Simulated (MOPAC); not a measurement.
**C2H2BFO2 (SMILES OB(F)C1=CO1) at 4 levels**

Aim: a comparison of 4 runs (AM1, PM6, PM6-D3H4, PM7) of C2H2BFO2. 

Program for the calculation: MOPAC 23.2.5.

3 further runs of the same task are left out: 1 that didn't finish, 2 set aside as unsound or not needed.

### 1 The structure to begin with

C2H2BFO2: 8 atoms, total charge 0, spin state singlet. SMILES: `OB(F)C1=CO1`. The coordinates come from a GFN2-xTB relaxation. This is one conformer, not always the lowest.

Bond lengths: O1–B2 1.337 Å, B2–F3 1.337 Å, B2–C4 1.510 Å, C4–C5 1.295 Å, C5–O6 1.343 Å, O1–H7 0.959 Å, C5–H8 1.064 Å. Angles: O1–B2–F3 119.7°, O1–B2–C4 119.3°, F3–B2–C4 121.1°, B2–C4–C5 171.5°, C4–C5–O6 73.9°, B2–O1–H7 115.2°, C4–C5–H8 153.7°, O6–C5–H8 132.4°. A long bond or contact: C4–O6 1.586 Å.

### 2 Energy and forces at AM1 (run 1)

calc.mop reads:

```
AM1 DISP GRADIENTS BONDS 1SCF AUX(PRECISION=6) THREADS=1
gradient of C2H2BFO2

O 1.833410 1 0.004920 1 -0.559030 1
B 0.832800 1 0.422400 1 0.223750 1
F 1.074080 1 1.323460 1 1.182010 1
C -0.553170 1 -0.137440 1 0.012430 1
C -1.662650 1 -0.721300 1 -0.310160 1
O -1.956620 1 0.100120 1 0.710840 1
H 2.687890 1 0.398020 1 -0.372610 1
H -2.255740 1 -1.390170 1 -0.887240 1
```

Started as:

```console
mopac calc.mop
```

calc.out:

```text
MOPAC v23.2.5
AM1 CALCULATION RESULTS
[...]
           Empirical Formula: C2 H2 O2 B F  =     8 atoms
      MOLECULAR POINT GROUP   :   Cs
[...]
     SCF FIELD WAS ACHIEVED
[...]
                              SUM =        -97.86272 KCAL/MOL = FINAL HEAT OF FORMATION
          TOTAL ENERGY            =      -1478.08386 EV
          ELECTRONIC ENERGY       =      -3939.34739 EV
          CORE-CORE REPULSION     =       2461.26354 EV
          COSMO AREA              =        113.13 SQUARE ANGSTROMS
          COSMO VOLUME            =         95.88 CUBIC ANGSTROMS
          GRADIENT NORM           =        131.21060          =       46.38995 PER ATOM
          IONIZATION POTENTIAL    =          9.552990 EV
          HOMO LUMO ENERGIES (EV) =         -9.553  0.047
          NO. OF FILLED LEVELS    =         16
          MOLECULAR WEIGHT        =         87.8450         POINT GROUP:  Cs
[...]
                             CARTESIAN COORDINATES
   1    O        1.833410000     0.004920000    -0.559030000
   2    B        0.832800000     0.422400000     0.223750000
   3    F        1.074080000     1.323460000     1.182010000
   4    C       -0.553170000    -0.137440000     0.012430000
   5    C       -1.662650000    -0.721300000    -0.310160000
   6    O       -1.956620000     0.100120000     0.710840000
   7    H        2.687890000     0.398020000    -0.372610000
   8    H       -2.255740000    -1.390170000    -0.887240000
           Empirical Formula: C2 H2 O2 B F  =     8 atoms
      MOLECULAR POINT GROUP   :   Cs
[...]
              NET ATOMIC CHARGES AND DIPOLE CONTRIBUTIONS
  ATOM NO.   TYPE          CHARGE      No. of ELECS.   s-Pop       p-Pop
    1          O          -0.308190        6.3082     1.82886     4.47933
    2          B           0.404751        2.5952     1.01943     1.57582
    3          F          -0.168402        7.1684     1.88927     5.27914
    4          C          -0.210704        4.2107     1.26846     2.94225
    5          C           0.095799        3.9042     1.23424     2.66997
    6          O          -0.264362        6.2644     1.93022     4.33414
    7          H           0.248544        0.7515     0.75146
    8          H           0.202564        0.7974     0.79744
 DIPOLE           X         Y         Z       TOTAL
 POINT-CHG.     1.330    -1.454    -2.060     2.850
 HYBRID        -0.098     0.295     0.364     0.479
 SUM            1.231    -1.159    -1.696     2.395
[...]
 * JOB ENDED NORMALLY *
[...]
```

Wall time 0.04 s (1 thread of Intel Xeon Platinum 8375C at 2.90GHz (Ice Lake), shared host).

### 3 Energy and gradient at PM6 (run 2)

calc.mop reads:

```
PM6 1SCF BONDS GRADIENTS DISP AUX(PRECISION=6) THREADS=1
C2H2BFO2, PM6

O      1.833410 1     0.004920 1    -0.559030 1
B      0.832800 1     0.422400 1     0.223750 1
F      1.074080 1     1.323460 1     1.182010 1
C     -0.553170 1    -0.137440 1     0.012430 1
C     -1.662650 1    -0.721300 1    -0.310160 1
O     -1.956620 1     0.100120 1     0.710840 1
H      2.687890 1     0.398020 1    -0.372610 1
H     -2.255740 1    -1.390170 1    -0.887240 1
```

Started as:

```console
mopac calc.mop
```

calc.out:

```text
MOPAC v23.2.5
PM6 CALCULATION RESULTS
[...]
           Empirical Formula: C2 H2 O2 B F  =     8 atoms
      MOLECULAR POINT GROUP   :   Cs
[...]
     SCF FIELD WAS ACHIEVED
[...]
     *    WARNING - An energy term is incorrect or missing!
     *    FINAL HEAT OF FORMATION     =   -111.99163 KCAL/MOL
     *    SUM OF CONTRIBUTIONS TO HoF =   -115.23865 KCAL/MOL
     *                     DIFFERENCE =      3.24701 KCAL/MOL
          TOTAL ENERGY            =      -1381.05180 EV
          ELECTRONIC ENERGY       =      -3747.81297 EV
          CORE-CORE REPULSION     =       2366.76117 EV
          COSMO AREA              =        113.13 SQUARE ANGSTROMS
          COSMO VOLUME            =         95.88 CUBIC ANGSTROMS
          GRADIENT NORM           =        315.75181          =       111.63512 PER ATOM
          IONIZATION POTENTIAL    =          9.138017 EV
          HOMO LUMO ENERGIES (EV) =         -9.138 -0.345
          NO. OF FILLED LEVELS    =         16
          MOLECULAR WEIGHT        =         87.8450         POINT GROUP:  Cs
[...]
                             CARTESIAN COORDINATES
   1    O        1.833410000     0.004920000    -0.559030000
   2    B        0.832800000     0.422400000     0.223750000
   3    F        1.074080000     1.323460000     1.182010000
   4    C       -0.553170000    -0.137440000     0.012430000
   5    C       -1.662650000    -0.721300000    -0.310160000
   6    O       -1.956620000     0.100120000     0.710840000
   7    H        2.687890000     0.398020000    -0.372610000
   8    H       -2.255740000    -1.390170000    -0.887240000
           Empirical Formula: C2 H2 O2 B F  =     8 atoms
      MOLECULAR POINT GROUP   :   Cs
[...]
              NET ATOMIC CHARGES AND DIPOLE CONTRIBUTIONS
  ATOM NO.   TYPE          CHARGE      No. of ELECS.   s-Pop       p-Pop
    1          O          -0.495352        6.4954     1.70652     4.78883
    2          B           0.615484        2.3845     0.85561     1.52891
    3          F          -0.278213        7.2782     1.95109     5.32713
    4          C          -0.166488        4.1665     1.16885     2.99764
    5          C           0.160838        3.8392     1.12189     2.71727
    6          O          -0.373260        6.3733     1.90573     4.46753
    7          H           0.345977        0.6540     0.65402
    8          H           0.191014        0.8090     0.80899
 DIPOLE           X         Y         Z       TOTAL
 POINT-CHG.     1.727    -1.772    -2.545     3.550
 HYBRID        -0.351     0.407     0.567     0.782
 SUM            1.377    -1.365    -1.978     2.770
[...]
 * JOB ENDED NORMALLY *
[...]
```

Wall time 0.04 s (1 thread of Intel Xeon Platinum 8375C at 2.90GHz (Ice Lake), shared host).

Run 3 isn't shown in full; the table further down has it.

### 4 Energy and forces at PM7 (run 4)

job.mop reads:

```
PM7 1SCF DISP GRADIENTS BONDS AUX(PRECISION=9) THREADS=1
C2H2BFO2, PM7

O 1.833410 1 0.004920 1 -0.559030 1
B 0.832800 1 0.422400 1 0.223750 1
F 1.074080 1 1.323460 1 1.182010 1
C -0.553170 1 -0.137440 1 0.012430 1
C -1.662650 1 -0.721300 1 -0.310160 1
O -1.956620 1 0.100120 1 0.710840 1
H 2.687890 1 0.398020 1 -0.372610 1
H -2.255740 1 -1.390170 1 -0.887240 1
```

Started as:

```console
mopac job.mop
```

job.out:

```text
MOPAC v23.2.5
PM7 CALCULATION RESULTS
[...]
           Empirical Formula: C2 H2 O2 B F  =     8 atoms
      MOLECULAR POINT GROUP   :   Cs
[...]
     SCF FIELD WAS ACHIEVED
[...]
     *    WARNING - An energy term is incorrect or missing!
     *    FINAL HEAT OF FORMATION     =   -116.85713 KCAL/MOL
     *    SUM OF CONTRIBUTIONS TO HoF =   -120.10414 KCAL/MOL
     *                     DIFFERENCE =      3.24701 KCAL/MOL
          TOTAL ENERGY            =      -1385.31583 EV
          ELECTRONIC ENERGY       =      -3758.01258 EV
          CORE-CORE REPULSION     =       2372.69675 EV
          COSMO AREA              =        113.13 SQUARE ANGSTROMS
          COSMO VOLUME            =         95.88 CUBIC ANGSTROMS
          GRADIENT NORM           =        302.82516          =       107.06486 PER ATOM
          IONIZATION POTENTIAL    =          9.232815 EV
          HOMO LUMO ENERGIES (EV) =         -9.233 -0.981
          NO. OF FILLED LEVELS    =         16
          MOLECULAR WEIGHT        =         87.8450         POINT GROUP:  Cs
[...]
                             CARTESIAN COORDINATES
   1    O        1.833410000     0.004920000    -0.559030000
   2    B        0.832800000     0.422400000     0.223750000
   3    F        1.074080000     1.323460000     1.182010000
   4    C       -0.553170000    -0.137440000     0.012430000
   5    C       -1.662650000    -0.721300000    -0.310160000
   6    O       -1.956620000     0.100120000     0.710840000
   7    H        2.687890000     0.398020000    -0.372610000
   8    H       -2.255740000    -1.390170000    -0.887240000
           Empirical Formula: C2 H2 O2 B F  =     8 atoms
      MOLECULAR POINT GROUP   :   Cs
[...]
              NET ATOMIC CHARGES AND DIPOLE CONTRIBUTIONS
  ATOM NO.   TYPE          CHARGE      No. of ELECS.   s-Pop       p-Pop
    1          O          -0.507582        6.5076     1.75140     4.75618
    2          B           0.581350        2.4187     0.67904     1.73961
    3          F          -0.292563        7.2926     1.94736     5.34520
    4          C          -0.072686        4.0727     1.15359     2.91910
    5          C           0.102143        3.8979     1.12423     2.77363
    6          O          -0.346755        6.3468     1.92874     4.41802
    7          H           0.347341        0.6527     0.65266
    8          H           0.188753        0.8112     0.81125
 DIPOLE           X         Y         Z       TOTAL
 POINT-CHG.     1.422    -1.761    -2.440     3.328
 HYBRID        -0.184     0.457     0.573     0.756
 SUM            1.238    -1.304    -1.866     2.591
[...]
 * JOB ENDED NORMALLY *
[...]
```

Run time: 0.04 s. Hardware: 1 thread of Intel Xeon Platinum 8375C at 2.90GHz (Ice Lake), shared host.

### 5 Overview of the runs

| run | level | heat of formation (kcal/mol) | dipole moment (D) | HOMO energy (eV) | LUMO energy (eV) | wall time |
| --- | --- | --- | --- | --- | --- | --- |
| 1 | AM1 | -97.86 | 2.39 | -9.55 | 0.05 | 0.04 s |
| 2 | PM6 | -111.99 | 2.77 | -9.14 | -0.34 | 0.04 s |
| 3 | PM6-D3H4 | -112.42 | 2.77 | -9.14 | -0.34 | 0.06 s |
| 4 | PM7 | -116.86 | 2.59 | -9.23 | -0.98 | 0.04 s |

### 6 Summary of results

```
                                        quantity            value
                             run 4: total energy     -50.90942 Eh
                            run 4: dipole moment           2.59 D
                              run 4: HOMO energy         -9.23 eV
                              run 4: LUMO energy         -0.98 eV
                            run 4: HOMO–LUMO gap          8.25 eV
                        run 4: dispersion energy     -1.89 kJ/mol
run 4: heat of formation at this unrelaxed shape  -116.9 kcal/mol
                 run 4: largest force on an atom       9.343 eV/Å
```

**Reading.** The dipole moment (its size) runs from 2.39 D (AM1) to 2.77 D (PM6). The HOMO–LUMO gap runs from 8.25 eV (PM7) to 9.60 eV (AM1). Force-field and semi-empirical energies have zeros of their own, so their totals don't compare. All runs together took 0.18 s, the longest 0.06 s.
